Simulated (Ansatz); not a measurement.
# CsBe3S3: the cost of one run

Method: DFT PBE, scalar-relativistic, plane waves, PAW, in Ansatz 0.2.0.

## (1) The structure to begin with

It takes space group Pm-3n (No. 223, cubic). Conventional cell: a = 5.485 Å, b = 5.485 Å, c = 5.485 Å, α = 90.00°, β = 90.00°, γ = 90.00°. Cs (site symmetry m-3) is surrounded by 12 Be at 3.07 Å and 12 S at 3.07 Å. Around Be (site symmetry -4m2) lie 4 S at 1.94 Å. S (site symmetry -4m2) has 4 Be at 1.94 Å as nearest neighbours.

Coordinates:

```
CELL_PARAMETERS angstrom
5.48517 0.00000 0.00000
0.00000 5.48517 0.00000
0.00000 0.00000 5.48517
ATOMIC_POSITIONS crystal
Cs 0.50000 0.50000 0.50000
Cs 0.00000 0.00000 0.00000
Be 0.50000 0.00000 0.75000
Be 0.75000 0.50000 0.00000
Be 0.00000 0.75000 0.50000
Be 0.50000 0.00000 0.25000
Be 0.25000 0.50000 0.00000
Be 0.00000 0.25000 0.50000
S 0.00000 0.50000 0.75000
S 0.75000 0.00000 0.50000
S 0.50000 0.75000 0.00000
S 0.00000 0.50000 0.25000
S 0.25000 0.00000 0.50000
S 0.50000 0.25000 0.00000
```

Recipe of the guess: 4-connected net, two elements alternating, guests in its cages (Pm-3n, No. 223). Its size is a rough estimate.

## (2) A first look at the guess

File input.yaml:

```yaml
crystal:
  lattice:
    - [5.48516872, 0.0, 0.0]
    - [0.0, 5.48516872, 0.0]
    - [0.0, 0.0, 5.48516872]
  atoms:
    - { symbol: Cs, position: [0.5, 0.5, 0.5] }
    - { symbol: Cs, position: [0.0, 0.0, 0.0] }
    - { symbol: Be, position: [0.5, 0.0, 0.75] }
    - { symbol: Be, position: [0.75, 0.5, 0.0] }
    - { symbol: Be, position: [0.0, 0.75, 0.5] }
    - { symbol: Be, position: [0.5, 0.0, 0.25] }
    - { symbol: Be, position: [0.25, 0.5, 0.0] }
    - { symbol: Be, position: [0.0, 0.25, 0.5] }
    - { symbol: S, position: [0.0, 0.5, 0.75] }
    - { symbol: S, position: [0.75, 0.0, 0.5] }
    - { symbol: S, position: [0.5, 0.75, 0.0] }
    - { symbol: S, position: [0.0, 0.5, 0.25] }
    - { symbol: S, position: [0.25, 0.0, 0.5] }
    - { symbol: S, position: [0.5, 0.25, 0.0] }
basis:
  ecutwfc: 420
kpoints:
  mp_grid: { grid: [4, 4, 4] }
hamiltonian:
  xc: pbe
scf:
  occupations: { method: gaussian, width: 0.1 }
  lower_state_search: "off"
output:
  forces: true
  stress: true
  eigenvalues: true
```

Run with:

```bash
$ ansatz run input.yaml --threads 1 --pin off --max-ram 2560MiB --backend cpu --events-out ev --progress --plain --runs-dir out
```

What time and memory should one allow on 1 thread of Arm Neoverse V1, shared host?

About 6.8 s, with a peak of 0.41 GiB.
